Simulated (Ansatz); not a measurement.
**ZnSbO: what a guessed cell relaxes into**

Aim: relax a trial structure of ZnSbO and see where it ends.

Program: Ansatz 0.2.0. Level of theory: DFT PBE, scalar-relativistic, plane waves, PAW. These are calculated values, not measurements.

## Step 1: The structure to begin with

Symmetry: P-6m2, No. 187, hexagonal system. Conventional cell: a = 4.022 Å, b = 4.022 Å, c = 4.026 Å, α = 90.00°, β = 90.00°, γ = 120.00°. Zn (site symmetry -6m2) is surrounded by 3 Sb at 2.32 Å and 6 O at 3.07 Å. Sb (site symmetry -6m2) is surrounded by 3 Zn at 2.32 Å and 6 O at 3.07 Å. Around O (site symmetry -6m2) lie 6 Sb at 3.07 Å and 6 Zn at 3.07 Å.

As a file:

```
CELL_PARAMETERS angstrom
4.02181 0.00000 0.00000
-2.01090 3.48299 0.00000
0.00000 0.00000 4.02588
ATOMIC_POSITIONS crystal
Zn 0.33333 0.66667 0.50000
Sb 0.00000 0.00000 0.50000
O 0.66667 0.33333 0.00000
```

A structure generator made this guess: species swapped into a database cell of GdZnSi (P-6m2, No. 187), with O on the Gd sites and Sb on the Si sites. Lengths come from tabulated atomic sizes and are only a guess.

## Step 2: A first look at the guess

File input.yaml:

```yaml
crystal:
  lattice:
    - [4.02180919, 0.0, 0.0]
    - [-2.01090459, 3.48298893, 0.0]
    - [0.0, 0.0, 4.02588484]
  atoms:
    - { symbol: Zn, position: [0.33333333, 0.66666667, 0.5] }
    - { symbol: Sb, position: [0.0, 0.0, 0.5] }
    - { symbol: O, position: [0.66666667, 0.33333333, 0.0] }
basis:
  ecutwfc: 420
kpoints:
  mp_grid: { grid: [6, 6, 4] }
hamiltonian:
  xc: pbe
scf:
  occupations: { method: gaussian, width: 0.1 }
  lower_state_search: "off"
output:
  forces: true
  stress: true
  eigenvalues: true
```

Run with:

```console
$ ansatz run input.yaml --threads 1 --pin off --max-ram 2560MiB --backend cpu --events-out ev --progress --plain --runs-dir out
```

Standard output (excerpt; [...] marks lines left out):

```text
Warning: RAYON_NUM_THREADS=1 ignored (pool sized by the plan → 1); use --threads N
[...]
Pseudopotentials: kind: paw
Pseudopotential: Zn, paw, valence charge 12, recommended cutoff 420 eV (normal), Zn.paw.azcp
Pseudopotential: Sb, paw, valence charge 15, recommended cutoff 420 eV (normal), Sb.paw.azcp
Pseudopotential: O, paw, valence charge 6, recommended cutoff 420 eV (normal), O.paw.azcp
Functional definition: PBE
[...]
Crystal: 3 atoms, lattice volume = 56.394 Å³
Basis set: ecut = 420 eV, 1093 PW (Γ), exchange–correlation on 54×54×54 points (8 copies of the dense FFT grid, shifted against one another)
Bands: 21, of which v1, the nominal top of the filled ones, is band 17 counted from 1 (16 counted from 0)
Symmetry: 12 space group operations
Space group: P-6m2 (ITA 187), of the structure as read, at distance tolerance 3.8e-5 Å
k-points: 21 of 144 (time reversal used)
[...]
SCF iter   1: F=—  HF=-10366.184672 eV  |F-HF|=—  |Δ(HF+E_count)|=         —  Δρ=6.40e-3  dr2=1.41e-2  ethr=1.77e-3  ⟨swp⟩=6.2  Hψ=2319  notcnv=0
[...]
SCF iter   7: F=-10366.181699 eV  HF=-10366.181699 eV  |F-HF|=2.11e-10  |Δ(HF+E_count)|=   2.93e-9  Δρ=3.15e-6  dr2=6.22e-9  ethr=3.03e-10  ⟨swp⟩=6.4  Hψ=1722  notcnv=0
[...]
SCF converged after 7 iterations
Free energy (F): -10366.181699 eV
[...]
E sigma→0 (E₀):  -10366.179408 eV
Entropy (-TS):   -0.004582 eV (-1.527 meV/atom)
Fermi energy:    7.919671 eV
[...]
--- Forces (eV/Å), atoms counted from 1 ---
  atom   1  Zn     0.00000000     0.00000000    -0.00000000
  atom   2  Sb     0.00000000    -0.00000000     0.00000000
  atom   3  O      0.00000000     0.00000000     0.00000000
[...]
--- Stress (GPa, compression-positive) ---
       20.910400       0.000000       0.000000
        0.000000      20.910400      -0.000000
        0.000000      -0.000000      -9.817171
  P = ⅓ Tr σ = 10.6679 GPa (106.679 kbar)
--- Band table (eV; the first three rows and the last of 21) ---
  k-point 0: bands = ["-21.3713", "-21.2791", "-21.2791", "-21.2237", "-21.2237", "-8.2731", "-2.9179", "-0.1143", "-0.1143", "0.4824", "0.4824", "0.7445", "5.2727", "6.5086", "6.5086", "8.5926", "8.5926", "9.7103", "11.2437", "13.7508", "14.6708"]
[...]
```

It took 2.7 s on 1 thread of Intel Xeon at 2.70GHz, shared host; peak memory 0.36 GiB.

The probe gives pressure 10.7 GPa, largest force 0.00 eV/Å, gap on this mesh none (metal). A cheap, loose relaxation comes first.

## Step 3: Rough relaxation on the coarse mesh

input.yaml: that of step 2 with these lines changed.

```diff
@@ -22 +22,6 @@
   eigenvalues: true
+relax:
+  adjacent_minimum: "off"
+  f_tol: 0.04
+  max_steps: 70
+  cell: { stress_tol: 0.4 }
```

Run with:

```console
$ ansatz run input.yaml --threads 1 --pin off --max-ram 2560MiB --backend cpu --events-out ev --progress --plain --runs-dir out
```

Standard output:

```text
Warning: RAYON_NUM_THREADS=1 ignored (pool sized by the plan → 1); use --threads N
Engine: ansatz 0.2.0, x86_64-unknown-linux-gnu
[... 5 set-up lines as earlier in the session ...]
  parameter kappa = 0.804
  parameter beta = 0.06672455060314922
  exchange = pbe_x(kappa = kappa, mu = beta*pi^2/3)
  correlation = pbe_c(beta = beta)
Crystal: 3 atoms, lattice volume = 56.394 Å³
Basis set: ecut = 420 eV, 1093 PW (Γ), exchange–correlation on 54×54×54 points (8 copies of the dense FFT grid, shifted against one another)
Bands: 21, of which v1, the nominal top of the filled ones, is band 17 counted from 1 (16 counted from 0)
[... 2 set-up lines as earlier in the session ...]
k-points: 21 of 144 (time reversal used)
Non-local potential: Zn, projectors of the file, l = 0: 2, l = 1: 2, l = 2: 3, l = 3: 1
Non-local potential: Sb, projectors of the file, l = 0: 2, l = 1: 2, l = 2: 2, l = 3: 2
Non-local potential: O, projectors of the file, l = 0: 2, l = 1: 2, l = 2: 1
PAW form: soft (Blöchl's): semilocal exchange-correlation on the pseudo side does not see the compensation charge
PAW one-centre angular grid: Zn, 590 points (default); XC on 64 Gauss nodes
PAW one-centre angular grid: Sb, 590 points (default); XC on 64 Gauss nodes
PAW one-centre angular grid: O, 110 points (default); XC on 64 Gauss nodes
Initial density: superposition of atomic densities (neutral atoms: chi_scale 0, normalization atom), corrected by the library's trained network
Initial wavefunctions: pseudopotential atomic-orbital guess
Functional: x = pbe(κ = 0.804, μ = 0.2195149727645171), c = pbe(β = 0.06672455060314922)
SCF iter   1: F=—  HF=-10366.184673 eV  |F-HF|=—  |Δ(HF+E_count)|=         —  Δρ=6.40e-3  dr2=1.41e-2  ethr=1.77e-3  ⟨swp⟩=6.2  Hψ=2319  notcnv=0
preconditioner: auto → LDOS  [insulator: Δε(μ)=0.142 eV  Ē_g=10.928 eV  σ=0.100 eV  W_gap=0.67  n_scr=20 (ndim 8)  ℏωp=23.7 eV  f_vac=0.014  D(μ)=0.84/eV (n_scr^D=2)  ε∞_Penn≈5.7  β→1.0]
SCF iter   2: F=—  HF=-10366.182587 eV  |F-HF|=—  |Δ(HF+E_count)|=   2.09e-3  Δρ=2.53e-3  dr2=1.85e-3  ethr=4.27e-5  ⟨swp⟩=2.3  Hψ=859  notcnv=0
preconditioner: auto → Resta (q_TF=auto, 2.495 Å⁻¹)  ε∞=5.7  [insulator: Δε(μ)=0.135 eV  Ē_g=10.955 eV  σ=0.100 eV  W_gap=0.65  n_scr=20 (ndim 8)  ℏωp=23.7 eV  f_vac=0.010  D(μ)=0.92/eV (n_scr^D=2)  ε∞_Penn≈5.7  β→0.5]
SCF iter   3: F=—  HF=-10366.182070 eV  |F-HF|=—  |Δ(HF+E_count)|=   5.16e-4  Δρ=1.74e-3  dr2=1.05e-3  ethr=5.61e-6  ⟨swp⟩=2.0  Hψ=655  notcnv=0
SCF iter   4: F=—  HF=-10366.181690 eV  |F-HF|=—  |Δ(HF+E_count)|=   3.81e-4  Δρ=5.57e-4  dr2=1.14e-4  ethr=3.19e-6  ⟨swp⟩=2.0  Hψ=538  notcnv=0
SCF iter   5: F=—  HF=-10366.181670 eV  |F-HF|=—  |Δ(HF+E_count)|=   1.98e-5  Δρ=6.28e-5  dr2=1.67e-6  ethr=3.44e-7  ⟨swp⟩=2.0  Hψ=634  notcnv=0
SCF iter   6: F=—  HF=-10366.181699 eV  |F-HF|=—  |Δ(HF+E_count)|=   2.91e-5  Δρ=1.85e-5  dr2=2.02e-7  ethr=5.07e-9  ⟨swp⟩=2.1  Hψ=763  notcnv=0
SCF iter   7: F=-10366.181699 eV  HF=-10366.181699 eV  |F-HF|=1.98e-10  |Δ(HF+E_count)|=   2.90e-9  Δρ=3.15e-6  dr2=6.22e-9  ethr=3.03e-10  ⟨swp⟩=6.4  Hψ=1721  notcnv=0
SCF 1 converged in 7 iterations: F = -10366.181699 eV  dr2 = 6.22e-9
relax step   1: F+E_penalty+E_count = -10366.18169884 eV  Δ(F+E_penalty+E_count) = +0.000e0 eV  max|allowed force component| = 6.168e-17 eV/Å  Δτ_max = 0.0000 Å  P = +10.668 GPa  Ω = 56.394 Å³  (7 SCF iters, dr2 threshold 1.00e-7 eV, accepted)
Crystal: 3 atoms, lattice volume = 58.378 Å³
Basis set: ecut = 420 eV, 1147 PW (Γ), exchange–correlation on 54×54×54 points (8 copies of the dense FFT grid, shifted against one another)
Initial density: handed on by an earlier stage of this run
Initial wavefunctions: those handed on with the density
iter 1 solved again at ethr=1.20e-4 eV; its pass at ethr=3.10e-3 eV (dr2=3.97e-2 eV) is discarded
SCF iter   1: F=—  HF=-10366.740220 eV  |F-HF|=—  |Δ(HF+E_count)|=         —  Δρ=8.88e-3  dr2=3.98e-2  ethr=1.20e-4  ⟨swp⟩=1.5  Hψ=3200  notcnv=0
preconditioner: auto → Kerker (q_TF=auto, 2.481 Å⁻¹)  [metal: Δε(μ)=0.048 eV  Ē_g=10.533 eV  σ=0.100 eV  W_gap=0.25  n_scr=20 (ndim 8)  ℏωp=23.3 eV  f_vac=0.000  D(μ)=1.70/eV (n_scr^D=8)]
SCF iter   2: F=—  HF=-10366.735195 eV  |F-HF|=—  |Δ(HF+E_count)|=   5.02e-3  Δρ=4.31e-3  dr2=1.23e-2  ethr=1.20e-4  ⟨swp⟩=2.0  Hψ=528  notcnv=0
SCF iter   3: F=—  HF=-10366.733929 eV  |F-HF|=—  |Δ(HF+E_count)|=   1.27e-3  Δρ=2.12e-3  dr2=1.57e-3  ethr=3.74e-5  ⟨swp⟩=2.0  Hψ=629  notcnv=0
SCF iter   4: F=—  HF=-10366.733003 eV  |F-HF|=—  |Δ(HF+E_count)|=   9.26e-4  Δρ=6.27e-4  dr2=1.87e-4  ethr=4.75e-6  ⟨swp⟩=3.4  Hψ=896  notcnv=0
SCF iter   5: F=—  HF=-10366.732999 eV  |F-HF|=—  |Δ(HF+E_count)|=   3.38e-6  Δρ=2.37e-4  dr2=4.30e-5  ethr=5.66e-7  ⟨swp⟩=2.0  Hψ=814  notcnv=0
SCF iter   6: F=—  HF=-10366.732997 eV  |F-HF|=—  |Δ(HF+E_count)|=   2.07e-6  Δρ=5.86e-5  dr2=2.25e-6  ethr=1.30e-7  ⟨swp⟩=2.7  Hψ=709  notcnv=0
SCF iter   7: F=—  HF=-10366.732997 eV  |F-HF|=—  |Δ(HF+E_count)|=   2.19e-7  Δρ=2.20e-5  dr2=3.32e-7  ethr=6.83e-9  ⟨swp⟩=2.5  Hψ=812  notcnv=0
SCF iter   8: F=-10366.732998 eV  HF=-10366.732998 eV  |F-HF|=8.77e-9  |Δ(HF+E_count)|=   8.03e-8  Δρ=6.84e-6  dr2=4.37e-8  ethr=9.09e-10  ⟨swp⟩=7.0  Hψ=2243  notcnv=0
SCF 2 converged in 8 iterations: F = -10366.732998 eV  dr2 = 4.37e-8
relax step   2: F+E_penalty+E_count = -10366.73299754 eV  Δ(F+E_penalty+E_count) = -5.513e-1 eV  max|allowed force component| = 3.022e-16 eV/Å  Δτ_max = 0.0000 Å  P = +2.536 GPa  Ω = 58.378 Å³  energy of the carried Pulay correction = -3.061e-3 eV  (8 SCF iters, dr2 threshold 3.00e-7 eV, accepted)
Crystal: 3 atoms, lattice volume = 57.268 Å³
Basis set: ecut = 420 eV, 1135 PW (Γ), exchange–correlation on 54×54×54 points (8 copies of the dense FFT grid, shifted against one another)
iter 1 solved again at ethr=6.48e-5 eV; its pass at ethr=3.10e-3 eV (dr2=2.14e-2 eV) is discarded
SCF iter   1: F=—  HF=-10366.926891 eV  |F-HF|=—  |Δ(HF+E_count)|=         —  Δρ=5.94e-3  dr2=2.23e-2  ethr=6.48e-5  ⟨swp⟩=2.0  Hψ=3296  notcnv=0
preconditioner: auto → Kerker (q_TF=auto, 2.489 Å⁻¹)  [metal: Δε(μ)=0.029 eV  Ē_g=10.423 eV  σ=0.100 eV  W_gap=0.16  n_scr=20 (ndim 8)  ℏωp=23.5 eV  f_vac=0.000  D(μ)=2.01/eV (n_scr^D=20)]
SCF iter   2: F=—  HF=-10366.923377 eV  |F-HF|=—  |Δ(HF+E_count)|=   3.51e-3  Δρ=3.26e-3  dr2=8.17e-3  ethr=6.48e-5  ⟨swp⟩=1.0  Hψ=441  notcnv=0
SCF iter   3: F=—  HF=-10366.921663 eV  |F-HF|=—  |Δ(HF+E_count)|=   1.71e-3  Δρ=9.08e-4  dr2=3.49e-4  ethr=2.48e-5  ⟨swp⟩=2.0  Hψ=642  notcnv=0
SCF iter   4: F=—  HF=-10366.921406 eV  |F-HF|=—  |Δ(HF+E_count)|=   2.57e-4  Δρ=6.07e-4  dr2=1.55e-4  ethr=1.06e-6  ⟨swp⟩=3.1  Hψ=908  notcnv=0
SCF iter   5: F=—  HF=-10366.921368 eV  |F-HF|=—  |Δ(HF+E_count)|=   3.83e-5  Δρ=2.34e-4  dr2=3.52e-5  ethr=4.69e-7  ⟨swp⟩=2.9  Hψ=879  notcnv=0
SCF iter   6: F=—  HF=-10366.921362 eV  |F-HF|=—  |Δ(HF+E_count)|=   5.86e-6  Δρ=1.05e-4  dr2=7.02e-6  ethr=1.07e-7  ⟨swp⟩=2.0  Hψ=548  notcnv=0
SCF iter   7: F=—  HF=-10366.921362 eV  |F-HF|=—  |Δ(HF+E_count)|=   1.34e-7  Δρ=3.48e-5  dr2=7.33e-7  ethr=2.13e-8  ⟨swp⟩=2.5  Hψ=718  notcnv=0
SCF iter   8: F=-10366.921362 eV  HF=-10366.921362 eV  |F-HF|=5.85e-9  |Δ(HF+E_count)|=   2.30e-8  Δρ=6.47e-6  dr2=3.61e-8  ethr=9.09e-10  ⟨swp⟩=7.8  Hψ=2573  notcnv=0
SCF 3 converged in 8 iterations: F = -10366.921362 eV  dr2 = 3.61e-8
relax step   3: F+E_penalty+E_count = -10366.92136187 eV  Δ(F+E_penalty+E_count) = -1.884e-1 eV  max|allowed force component| = 1.727e-16 eV/Å  Δτ_max = 0.0000 Å  P = +0.682 GPa  Ω = 57.268 Å³  energy of the carried Pulay correction = -1.197e-3 eV  (8 SCF iters, dr2 threshold 3.00e-7 eV, accepted)
[... 13 lines left out ...]
relax step   4: F+E_penalty+E_count = -10367.05102082 eV  Δ(F+E_penalty+E_count) = -1.297e-1 eV  max|allowed force component| = 1.727e-16 eV/Å  Δτ_max = 0.0000 Å  P = -0.028 GPa  Ω = 55.545 Å³  energy of the carried Pulay correction = +1.706e-3 eV  (8 SCF iters, dr2 threshold 3.00e-7 eV, accepted)
[... 11 lines left out ...]
relax step   5: F+E_penalty+E_count = -10367.11435876 eV  Δ(F+E_penalty+E_count) = -6.334e-2 eV  max|allowed force component| = 4.626e-16 eV/Å  Δτ_max = 0.0000 Å  P = +0.395 GPa  Ω = 53.349 Å³  energy of the carried Pulay correction = +5.504e-3 eV  (6 SCF iters, dr2 threshold 3.00e-7 eV, accepted)
[... 11 lines left out ...]
relax step   6: F+E_penalty+E_count = -10367.12036822 eV  Δ(F+E_penalty+E_count) = -6.009e-3 eV  max|allowed force component| = 3.608e-16 eV/Å  Δτ_max = 0.0000 Å  P = +0.486 GPa  Ω = 52.322 Å³  energy of the carried Pulay correction = +7.342e-3 eV  (6 SCF iters, dr2 threshold 3.00e-7 eV, accepted)
[... 11 lines left out ...]
relax step   7: F+E_penalty+E_count = -10367.12248681 eV  Δ(F+E_penalty+E_count) = -2.119e-3 eV  max|allowed force component| = 1.388e-16 eV/Å  Δτ_max = 0.0000 Å  P = +0.025 GPa  Ω = 52.997 Å³  energy of the carried Pulay correction = +6.142e-3 eV  (6 SCF iters, dr2 threshold 3.00e-7 eV, accepted)
[... 11 lines left out ...]
relax step   8: F+E_penalty+E_count = -10367.14463798 eV  Δ(F+E_penalty+E_count) = -2.215e-2 eV  max|allowed force component| = 7.093e-17 eV/Å  Δτ_max = 0.0000 Å  P = +0.544 GPa  Ω = 52.997 Å³  stress off target by 9.52e-1 GPa  SCF on the basis re-selected at this cell (its energy is not comparable with the rows above)  (6 SCF iters)
[... 14 lines left out ...]
relax step   9: F+E_penalty+E_count = -10367.14592072 eV  Δ(F+E_penalty+E_count) = -1.283e-3 eV  max|allowed force component| = 1.357e-16 eV/Å  Δτ_max = 0.0000 Å  P = +0.009 GPa  Ω = 53.184 Å³  energy of the carried Pulay correction = -3.222e-4 eV  (6 SCF iters, dr2 threshold 3.00e-7 eV, accepted)
iter 1 solved again at ethr=2.80e-7 eV; its pass at ethr=3.10e-3 eV (dr2=9.24e-5 eV) is discarded
SCF iter   1: F=—  HF=-10367.146238 eV  |F-HF|=—  |Δ(HF+E_count)|=         —  Δρ=1.25e-4  dr2=2.78e-7  ethr=2.80e-7  ⟨swp⟩=3.0  Hψ=3437  notcnv=0
preconditioner: auto → none  [metal: Δε(μ)=0.025 eV  Ē_g=10.475 eV  σ=0.100 eV  W_gap=0.14  n_scr=8 (ndim 8)  ℏωp=24.4 eV  f_vac=0.000  D(μ)=2.75/eV (n_scr^D=26)]
SCF iter   2: F=—  HF=-10367.146292 eV  |F-HF|=—  |Δ(HF+E_count)|=   5.43e-5  Δρ=6.23e-5  dr2=6.44e-8  ethr=8.42e-10  ⟨swp⟩=2.4  Hψ=768  notcnv=0
SCF iter   3: F=—  HF=-10367.146307 eV  |F-HF|=—  |Δ(HF+E_count)|=   1.47e-5  Δρ=8.63e-6  dr2=1.26e-8  ethr=1.95e-10  ⟨swp⟩=2.0  Hψ=685  notcnv=0
iter 4 did not close the SCF: its close was put off for the readings that it lacked (scf_convergence_deferred on its scf_iter line)
SCF iter   4: F=-10367.146307 eV  HF=-10367.146307 eV  |F-HF|=1.14e-8  |Δ(HF+E_count)|=   1.62e-7  Δρ=2.00e-6  dr2=2.18e-10  ethr=3.81e-11  ⟨swp⟩=2.0  Hψ=610  notcnv=0
iter 5 did not close the SCF: its close was put off for the readings that it lacked (scf_convergence_deferred on its scf_iter line)
SCF iter   5: F=-10367.146307 eV  HF=-10367.146307 eV  |F-HF|=1.69e-10  |Δ(HF+E_count)|=   1.14e-8  Δρ=3.02e-7  dr2=9.33e-12  ethr=1.00e-12  ⟨swp⟩=2.0  Hψ=670  notcnv=0
SCF iter   6: F=-10367.146307 eV  HF=-10367.146307 eV  |F-HF|=1.82e-12  |Δ(HF+E_count)|=  1.78e-10  Δρ=5.33e-8  dr2=4.69e-13  ethr=1.00e-12  ⟨swp⟩=1.8  Hψ=1041  notcnv=0
SCF 10 converged in 6 iterations: F = -10367.146307 eV  dr2 = 4.69e-13
relax step  10: F+E_penalty+E_count = -10367.14630712 eV  Δ(F+E_penalty+E_count) = -3.864e-4 eV  max|allowed force component| = 1.665e-16 eV/Å  Δτ_max = 0.0000 Å  P = +0.016 GPa  Ω = 53.184 Å³  stress off target by 1.94e-2 GPa  SCF on the basis re-selected at this cell (its energy is not comparable with the rows above)  (6 SCF iters)
basis re-selected at this cell: Δ(F+E_penalty+E_count) = -3.864e-4 eV, ΔP = +0.007 GPa vs the last step (what re-selecting the basis moved, of the pressure what is left beyond the Pulay correction that the steps carried, after the strain that the cell walked since its last selection, with what the two solves' SCF thresholds leave and, on support functions, any second-order correction that the steps lacked; it is no measure of the basis error at this ecutwfc). This SCF's stress stands 1.94e-2 GPa from its target on what of the cell is left free (relax.cell.stress_tol is 4.00e-1 GPa) and its largest allowed force component is 1.67e-16 eV/Å (relax.f_tol is 4.00e-2 eV/Å): within both
SCF converged after 6 iterations
Free energy (F): -10367.146307 eV
Harris-Foulkes:  -10367.146307 eV  (|F-HF|=1.82e-12)
Internal energy: -10367.132578 eV  (E = F + TS)
E sigma→0 (E₀):  -10367.139442 eV
Entropy (-TS):   -0.013729 eV (-4.576 meV/atom)
Fermi energy:    8.916000 eV
--- Per-component energies (eV) ---
  E_band       = -141.072947
  E_kinetic    = 506.264814
  E_local      = -3431.089147  (includes V_loc(G=0)·N_el)
  E_nonlocal   = 1022.080113
  E_hartree    = 1460.872987
  E_xc         = -347.677671
  E_vxc        = -239.825025  (∫ρ·V_xc dr)
  E_paw        = -6556.856279  (= ΣΔE_a)
  E_vpaw       = -920.251538  (= ΣTr[D̂ρ^β])
  E_aug_tail   = 0.001867  (compensation charges beyond the density's cutoff)
  E_ewald      = -3020.729261
  E_smearing   = -0.013729  (= −TS)
  E_closure    = 0.000000  (closes the sum)
  Σ components = -10367.146307   (vs F -10367.146307, Δ=0.00e0)
--- Forces (eV/Å), atoms counted from 1 ---
  atom   1  Zn     0.00000000    -0.00000000    -0.00000000
  atom   2  Sb    -0.00000000     0.00000000     0.00000000
  atom   3  O     -0.00000000     0.00000000     0.00000000
  max |Σ_I F_I| component: 5.55e-17 eV/Å
--- Stress (GPa, compression-positive) ---
        0.019438       0.000000      -0.000000
        0.000000       0.019438      -0.000000
       -0.000000      -0.000000       0.008218
  P = ⅓ Tr σ = 0.0157 GPa (0.157 kbar)
--- Band table (eV; the first three rows and the last of 21) ---
  k-point 0: bands = ["-20.3710", "-20.2473", "-20.2473", "-20.2419", "-20.2419", "-7.5827", "-1.5633", "1.4978", "1.4978", "1.7300", "1.9393", "1.9393", "6.6023", "6.6023", "7.8883", "8.2748", "8.2748", "9.0014", "13.4026", "15.6087", "15.6087"]
  k-point 1: bands = ["-20.3065", "-20.2613", "-20.2613", "-20.2453", "-20.2453", "-7.3810", "-1.1353", "1.5473", "1.5473", "1.8559", "1.8559", "1.9588", "6.7642", "6.9264", "6.9264", "8.9155", "8.9155", "9.3810", "9.9215", "15.2777", "15.2777"]
  k-point 2: bands = ["-20.2805", "-20.2805", "-20.2434", "-20.2434", "-20.2417", "-7.1669", "-0.5752", "1.5946", "1.5946", "1.7773", "1.7773", "2.3757", "5.2104", "7.3013", "7.3013", "7.5049", "9.7591", "9.7591", "12.3545", "12.8910", "14.9356"]
  k-point 20: bands = ["-20.2822", "-20.2815", "-20.2430", "-20.2427", "-20.2386", "-7.0974", "0.3987", "1.6073", "1.7377", "1.8048", "1.8161", "2.5253", "4.9678", "5.0735", "5.5446", "6.3425", "8.9568", "10.0846", "11.3686", "15.7833", "16.0787"]
--- Relaxed structure (8 steps of the walk, 8 accepted, 2 SCFs on fresh bases) ---
  F+E_penalty+E_count = -10367.14630712 eV   max|allowed force component| = 1.665e-16 eV/Å   (the final SCF, on the basis selected at the relaxed cell)
  cell:  # Å, volume = 53.1838 Å³
    - [4.404325753591975, -3.161312039545063e-9, -8.819825996064326e-18]
    - [-2.202162874058211, 3.8142579907333474, 4.409912992549659e-18]
    - [-8.828763892038205e-18, -5.9729909793889426e-33, 3.1658460271694095]
  atoms:
    - { symbol: Zn, position: [0.33333333333333337, 0.6666666666666667, 0.5000000000000001] }
    - { symbol: Sb, position: [-3.851859888774472e-34, 3.379158558565355e-35, 0.5000000000000001] }
    - { symbol: O, position: [0.6666666666666667, 0.33333333333333337, 9.62964972193618e-34] }
```

It took 38 s on 1 thread of Intel Xeon at 2.70GHz, shared host; peak memory 0.38 GiB.

The steps of the relaxation:

| step | energy from step 1 (eV/cell) | largest force component (eV/Å) | pressure (GPa) | volume (Å³) |
| --- | --- | --- | --- | --- |
| 1 | 0.0000 | 0.0000 | 10.67 | 56.39 |
| 2 | -0.5513 | 0.0000 | 2.54 | 58.38 |
| 3 | -0.7397 | 0.0000 | 0.68 | 57.27 |
| 4 | -0.8693 | 0.0000 | -0.03 | 55.54 |
| 5 | -0.9327 | 0.0000 | 0.40 | 53.35 |
| 6 | -0.9387 | 0.0000 | 0.49 | 52.32 |
| 7 | -0.9408 | 0.0000 | 0.02 | 53.00 |
| 8 | -0.9629 | 0.0000 | 0.54 | 53.00 |
| 9 | -0.9642 | 0.0000 | 0.01 | 53.18 |
| 10 | -0.9646 | 0.0000 | 0.02 | 53.18 |

Step 1 is the start. Steps 8, 10 each repeat the geometry before them on a plane-wave basis chosen anew, so the energy can jump there without any move.

|  | before | after | change |
| --- | --- | --- | --- |
| a (Å) | 4.022 | 4.404 | +9.5 % |
| b (Å) | 4.022 | 4.404 | +9.5 % |
| c (Å) | 4.026 | 3.166 | -21.4 % |
| volume (Å³/atom) | 18.80 | 17.73 | -5.7 % |
| shortest distance (Å) | 2.322 | 2.543 | +9.5 % |
| space group (0.01 Å) | P-6m2 | P-6m2 | same |

The run keeps the 12 symmetry operations of the start, so it could not have lowered the symmetry.

(Part 1 of 2 ends here.)
